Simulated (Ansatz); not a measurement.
**GaBN (doublet): the correlation ladder at distance N2–Ga3 = 2.028 Å, cc-pVDZ**

Aim: climb from Hartree-Fock through coupled cluster and multireference methods for GaBN (doublet) at one geometry and basis, and see what each rung misses.

Program: Ansatz 0.2.0, Gaussian basis. Level of theory: cc-pVDZ, correlated electrons: outside noble gas. These are calculated values, not measurements.

The runs, in order: UHF; CCSD(T) on ROHF; CCSD(T) on UHF; BCCD(T) on ROHF; CISD; CCSDT(Q) on ROHF; CCSDT(Q) on UHF; CASSCF and MRCISD+Q, 3 electrons in 3 orbitals; CASSCF and NEVPT2, 3 electrons in 3 orbitals; CASSCF and NEVPT2, 9 electrons in 11 orbitals.

### 1 What is computed

The geometry derives from a PBE0/def2-TZVP stationary point (not a proven minimum). One bond is set to the value named and the two fragments are kept rigid. No spin-orbit coupling is included. The filled d shell of Ga may be among the frozen orbitals whatever the setting's name suggests; the logs give the count.

3 atoms, charge 0, spin multiplicity 2.

Atoms are counted from 1 here; the program's logs count them from 0.

Bond lengths: B1–N2 1.262 Å, N2–Ga3 2.028 Å. Angles: B1–N2–Ga3 180.0°.

In the tables R marks a restricted open-shell determinant and U an unrestricted one; 'pair' is the active space of 3 electrons in 3 orbitals; 'valence' is the active space of 9 electrons in 11 orbitals; correlation energies count from the lowest restricted Hartree-Fock solution.

### 2 UHF

Contents of in.yaml:

```yaml
crystal:
  periodic: [false, false, false]
  atoms:
    - {symbol: B, position_ang: [0.000000, 0.000000, 1.517333]}
    - {symbol: N, position_ang: [0.000000, 0.000000, 0.255333]}
    - {symbol: Ga, position_ang: [0.000000, 0.000000, -1.772667]}
basis:
  gaussian: {orbitals: cc-pVDZ}
magnetization: {spin_polarized: true, initial_magnetization: 1}
hamiltonian: {xc: hf}
output: {orbitals: {seedname: orbitals}}
```

The run is started by

```
ansatz run in.yaml --threads 1 --pin off --events-out ev --progress --plain --max-ram 2393MiB
```

The runs that follow: CCSD(T) on ROHF; CCSD(T) on UHF; BCCD(T) on ROHF; CISD; CCSDT(Q) on ROHF; CCSDT(Q) on UHF; CASSCF and MRCISD+Q, 3 electrons in 3 orbitals; CASSCF and NEVPT2, 3 electrons in 3 orbitals; CASSCF and NEVPT2, 9 electrons in 11 orbitals.

Q: Predict the results of all the runs planned. Wanted: correlation energy, UCCSDT(Q); RMP2 from UCCSDT(Q); UMP2 from UCCSDT(Q); RCCSD from UCCSDT(Q); RCCSD(T) from UCCSDT(Q); UCCSD(T) from UCCSDT(Q); RCCSDT(Q) from UCCSDT(Q); NEVPT2 pair from UCCSDT(Q); MRCISD+Q pair from UCCSDT(Q).

As calculated:

```
                                      quantity                      value
                 correlation energy, UCCSDT(Q)                 -8.0406 eV
                           RMP2 from UCCSDT(Q)                 +872.5 meV
                           UMP2 from UCCSDT(Q)                 +937.7 meV
                          RCCSD from UCCSDT(Q)                 +417.1 meV
                       RCCSD(T) from UCCSDT(Q)                  +61.2 meV
                       UCCSD(T) from UCCSDT(Q)                  +69.9 meV
                      RCCSDT(Q) from UCCSDT(Q)                   +6.1 meV
                    NEVPT2 pair from UCCSDT(Q)                 +828.2 meV
                  MRCISD+Q pair from UCCSDT(Q)                 +234.5 meV
                 NEVPT2 valence from UCCSDT(Q)                 +870.3 meV
levels of the table within 1 kcal/mol (43 meV)  RCCSDT, UCCSDT, RCCSDT(Q)
                                 T1 diagnostic                      0.030
                effectively unpaired electrons                       1.10
```

In words: RCCSD(T) lands +61.2 meV from the yardstick (0.8 % of the correlation energy). One determinant dominates. Of the multireference levels listed MRCISD+Q pair comes nearest in total energy (+234.5 meV), which doesn't show that its space is the better one. These misses are within one basis, not against nature; the frozen cores of restricted and unrestricted runs differ, which can shift their rows.
